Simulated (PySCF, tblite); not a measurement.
# C6H9NOSi: geometry, infrared bands and NMR shifts

Wanted: the infrared bands and NMR shifts of C6H9NOSi (`C=C(C#N)C[SiH2]C(C)=O`), by calculation.

The runs use tblite 0.8.0 and PySCF 2.14.0, with density-fitted response routines of our own; the level of theory stands in each step. All values are computed, except where a source is named. Atoms are numbered from 0 throughout.

## Step 1: The starting structure

18 atoms, charge 0, multiplicity 1; geometry from: force field or distance geometry start.

Bonds of the start (Å): C0–C1 1.35, C1–C2 1.45, C2–N3 1.14, C1–C4 1.50, C4–Si5 1.88, Si5–C6 1.89, C6–C7 1.50, C6–O8 1.22, C0–H9 1.08, C0–H10 1.09, C4–H11 1.10, C4–H12 1.09, Si5–H13 1.49, Si5–H14 1.48, C7–H15 1.10, C7–H16 1.09, C7–H17 1.09.

## Step 2: Optimising the geometry with GFN2-xTB

What the job is given:

```
{"job": {"kind": "relax", "xc": "GFN2-xTB", "basis": "xTB"}, "charge": 0, "multiplicity": 1}
C      2.290700     1.165500     0.445100
C      1.903500    -0.012200    -0.077800
C      2.418800    -1.228800     0.516900
N      2.793500    -2.207200     0.971100
C      1.004500    -0.108000    -1.272100
Si    -0.765000    -0.655600    -0.928600
C     -1.654900     0.602300     0.159500
C     -2.728700     0.112400     1.083900
O     -1.298900     1.765800     0.074000
H      2.939400     1.237500     1.310600
H      1.922600     2.104700     0.026600
H      0.956400     0.860500    -1.789000
H      1.444700    -0.800300    -1.992800
H     -0.734900    -1.991400    -0.272100
H     -1.482600    -0.828500    -2.215300
H     -3.532500    -0.373200     0.516400
H     -2.318700    -0.588600     1.813400
H     -3.166700     0.951500     1.618600
```

On the command line:

```sh
OMP_NUM_THREADS=1 python probes_run.py task.json out
```

The driver reads the jobs from task.json and runs them one after another.

**Question.** This job is followed by: GFN2-xTB harmonic vibrations, gas phase; GIAO PBE0/pcSseg-1 NMR shielding, non-relativistic, gas phase. What will the session give for the following? strongest single infrared mode (GFN2-xTB); zero-point energy (GFN2-xTB); 13C shifts against TMS (PBE0/pcSseg-1); 1H shifts against TMS (PBE0/pcSseg-1, means over atoms taken as alike); 15N shifts against NH3 (PBE0/pcSseg-1); 29Si shifts against TMS (PBE0/pcSseg-1); 17O shifts against H2O (PBE0/pcSseg-1); surface potential, 1st and 99th percentile.

**Answer**, as computed:

```
                                                              quantity                                       value
                             strongest single infrared mode (GFN2-xTB)                       2259 cm⁻¹, 322 km/mol
                                          zero-point energy (GFN2-xTB)                               81.2 kcal/mol
                                13C shifts against TMS (PBE0/pcSseg-1)  242.3, 141.6, 124.0, 123.8, 42.8, 21.3 ppm
1H shifts against TMS (PBE0/pcSseg-1, means over atoms taken as alike)            6.29, 6.12, 4.45, 2.47, 2.07 ppm
                                15N shifts against NH3 (PBE0/pcSseg-1)                                   314.9 ppm
                               29Si shifts against TMS (PBE0/pcSseg-1)                                   -66.2 ppm
                                17O shifts against H2O (PBE0/pcSseg-1)                                   844.8 ppm
                                 surface potential, 1st and 99th percentile                          -1.70 V and 1.40 V
```

Over 82 steps the energy fell by 0.148 eV; of the close pairs, Si5–C6 changed most, 1.886 to 1.933 Å. No mode is imaginary among the 48: a minimum at this level. The strongest single mode, at 2259 cm⁻¹, moves mainly H14. Unscaled tight-binding wavenumbers are off by several per cent, some by more. Its intensities can rank the bands wrongly. At PBE0/pcSseg-1: Shielding is most anisotropic at O8 (span 1720 ppm, paramagnetic term -913 ppm). By nearest atom (PBE0/pcSseg-1), the HOMO sits on O8 51 %; C6 14 % and the LUMO on C6 21 %; C0 15 %.
